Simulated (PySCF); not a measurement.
# C6H7Cl: the cost of one run

Computed with PySCF 2.14.0 and routines of our own; the level stands in each step. Atoms count from 0.

### 1 The starting structure

14 atoms, charge 0, multiplicity 1; geometry from: GFN2-xTB.

### 2 Geometry optimisation at LC-wPBE/def2-SV(P)

The job: settings as JSON, then the geometry in Å.

```
{"job": {"xc": "LC-wPBE", "basis": "def2-SV(P)", "grid": 1, "kind": "geom"}, "charge": 0, "multiplicity": 1}
C     -3.035700     0.266664     0.090964
C     -1.877240     0.085640    -0.541795
C     -0.607864     0.086358     0.129930
C      0.597626    -0.089578    -0.445183
Cl     0.721041    -0.345724    -2.154551
C      1.837406    -0.076719     0.296898
C      3.053082    -0.243508    -0.215517
H     -3.077870     0.424212     1.156352
H     -3.975966     0.262815    -0.431974
H     -1.862630    -0.070017    -1.611579
H     -0.628917     0.241885     1.200699
H      1.715230     0.085223     1.359798
H      3.930057    -0.220650     0.406571
H      3.211069    -0.407074    -1.267756
```

Started as:

```sh
OMP_NUM_THREADS=1 python excited_run.py task.json out
```

The driver reads the jobs from task.json and runs them one after another.

Q: Estimate the wall time and peak memory of this first job on 1 thread of Arm Neoverse V1, shared host.

About 50 s, with a peak of 0.58 GiB.
